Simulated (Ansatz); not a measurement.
Crystal: CsLiCr2Te2S3.

```xyz
9
Lattice="3.6036 0.0000 0.0000 -1.8018 3.1208 0.0000 0.0000 0.0000 19.0665" Properties=species:S:1:pos:R:3 pbc="T T T"
Cs    0.0000    0.0000    7.1307
Li    1.8018    1.0403    0.3064
Cr    0.0000    0.0000   16.5187
Cr    0.0000    2.0805    3.2095
Te    0.0000    2.0805   10.2751
Te    1.8018    1.0403   14.7338
S     0.0000    0.0000    1.9124
S     0.0000    2.0805   17.7166
S     1.8018    1.0403    4.4631
```

The cell was built by a generator and needn't be a form met in nature.

```yaml
Program: Ansatz 0.2.0
Task: relaxation of cell and atoms
Functional: PBE
Dispersion: D3(BJ)
Potentials_or_basis: Ansatz PAW
Cutoff: "420 eV (not typed: the program's choice for these potentials)"
k_mesh: 6 × 6 × 1
Occupations: fermi-dirac, width 0.05 eV
Spin: collinear spin, ferromagnetic start
Starting_moments: "[0.0, 0.0, 3.0, 3.0, 0.0, 0.0, 0.0, 0.0, 0.0] μB"
```

At the start: volume 23.82 Å³/atom.

Q: How do energy, volume and symmetry change on relaxing?

A: It ends after 17 steps and the volume is 22.00 Å³/atom (-7.7 %); space group P3m1 (No. 156, to 0.05 Å); moment 5.82 μB per cell.

Step by step:
```csv
step,energy change (eV),largest force (eV/Å),volume (Å³)
1,0.0000,2.0600,214.42
2,-0.0137,0.2378,215.01
3,-0.0550,0.3024,210.24
4,-0.1080,0.2802,205.38
5,-0.1369,1.7345,198.55
6,-0.1503,0.0819,199.82
7,-0.1532,0.0942,198.97
8,-0.1550,0.0781,198.74
9,-0.1574,0.0747,198.18
10,-0.1576,0.0469,197.85
11,-0.1578,0.0539,197.96
12,-0.1579,0.0685,197.99
13,-0.1582,0.0150,197.89
14,-0.1582,0.0132,197.90
15,-0.1582,0.0101,197.95
16,-0.1582,0.0050,197.98
17,-0.1564,0.0047,197.98
```

Final structure:
```xyz
9
Lattice="3.5695 0.0000 0.0000 -1.7847 3.0913 0.0000 0.0000 0.0000 17.9422" Properties=species:S:1:pos:R:3 pbc="T T T"
Cs    0.0000    0.0000    6.9444
Li    1.7847    1.0304    0.2907
Cr    0.0000    0.0000   15.3115
Cr    0.0000    2.0608    3.0692
Te    0.0000    2.0608   10.0415
Te    1.7847    1.0304   13.4813
S     0.0000    0.0000    1.7744
S     0.0000    2.0608   16.5416
S     1.7847    1.0304    4.3145
```

Caveat: the plane-wave basis is chosen anew once the cell has moved, so the energies of steps on either side of that aren't comparable; only a ferromagnetic start was run, and an antiferromagnetic order may lie lower in energy; pairwise dispersion overbinds metals, which lowers pressure and volume.
